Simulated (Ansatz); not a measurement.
**SiCl3 radical: one species, many methods**

An exercise on one series of results from a longer session: the logs are not shown, and one member is left open.

Program: Ansatz 0.2.0, Gaussian basis. Level of theory: functionals in def2-TZVPP, the program's frozen cores in correlated methods. These are calculated values, not measurements.

Plan: LDA (SPW92), PBE-D4, revPBE-D4, BLYP-D4, r2SCAN-D4, B97M-V, PBE0-D4, B3LYP-D4, r2SCANh-D4, r2SCAN0-D4, HSE06-D4, BHLYP-D4, CAM-B3LYP-D4, LC-ωPBE, ωB97X-V, ωB97M-V, B2PLYP, PBE-QIDH; CCSD(T)/def2-SVP; CCSD(T)/def2-TZVPP; MP2/def2-QZVPP; extrapolation to the limit; RPA on PBE.

## Structure used throughout

The geometry comes from an earlier relaxation with PBE0-D4 in a triple-zeta def2 set; it is a stationary point.

SMILES `Cl[Si](Cl)Cl`, 4 atoms, charge 0, spin multiplicity 2.

Atoms are counted from 1 here; the program's logs count them from 0.

Bond lengths: Cl1–Si2 2.043 Å, Si2–Cl3 2.043 Å, Si2–Cl4 2.043 Å. Angles: Cl1–Si2–Cl3 109.4°, Cl1–Si2–Cl4 109.4°, Cl3–Si2–Cl4 109.5°.

The first run:

The input, in.yaml:

```yaml
crystal:
  periodic: [false, false, false]
  atoms:
    - {symbol: Cl, position_ang: [-1.524821, -0.591569, 1.030126]}
    - {symbol: Si, position_ang: [0.116111, 0.389430, 0.310569]}
    - {symbol: Cl, position_ang: [1.694738, -0.903780, 0.218965]}
    - {symbol: Cl, position_ang: [-0.286027, 1.105929, -1.559670]}
basis:
  gaussian: {orbitals: def2-TZVPP}
magnetization: {spin_polarized: true, initial_magnetization: 1}
hamiltonian: {xc: lda}
output: {orbitals: {seedname: orbitals}}
```

Steps of the session up to this table: LDA; PBE-D4 (GGA); revPBE-D4 (GGA); BLYP-D4 (GGA); r2SCAN-D4 (meta-GGA); B97M-V (meta-GGA); PBE0-D4 (hybrid); B3LYP-D4 (hybrid); r2SCANh-D4 (hybrid); r2SCAN0-D4 (hybrid); HSE06-D4 (hybrid); BHLYP-D4 (hybrid); CAM-B3LYP-D4 (range-separated); LC-ωPBE-D4 (range-separated; the results give it without D4); ωB97X-V (range-separated); ωB97M-V (range-separated); B2PLYP (double hybrid); PBE-QIDH (double hybrid).

One table of the session follows, with a row left open; its other results are not shown here.

It belongs to the step «Frontier levels by functional». 

```
  functional  HOMO (eV)  LUMO (eV)  gap (eV)
 LDA (SPW92)          ?          ?         ?
      PBE-D4      -5.85      -4.28      1.57
   revPBE-D4      -5.83      -4.12      1.71
     BLYP-D4      -5.64      -4.30      1.35
   r2SCAN-D4      -6.26      -3.79      2.47
      B97M-V      -5.97      -4.31      1.66
     PBE0-D4      -7.07      -3.40      3.66
    B3LYP-D4      -6.78      -3.79      2.98
  r2SCANh-D4      -6.70      -3.51      3.19
  r2SCAN0-D4      -7.36      -3.08      4.28
    HSE06-D4      -6.67      -3.79      2.89
    BHLYP-D4      -8.11      -2.62      5.49
CAM-B3LYP-D4      -8.29      -2.53      5.76
     LC-ωPBE      -9.71      -1.11      8.61
     ωB97X-V      -9.20      -1.66      7.54
     ωB97M-V      -8.79      -1.79      7.01
```

**Question.** Estimate the row for LDA (SPW92).

The run gave: HOMO (eV): -5.85; LUMO (eV): -4.72; gap (eV): 1.13.
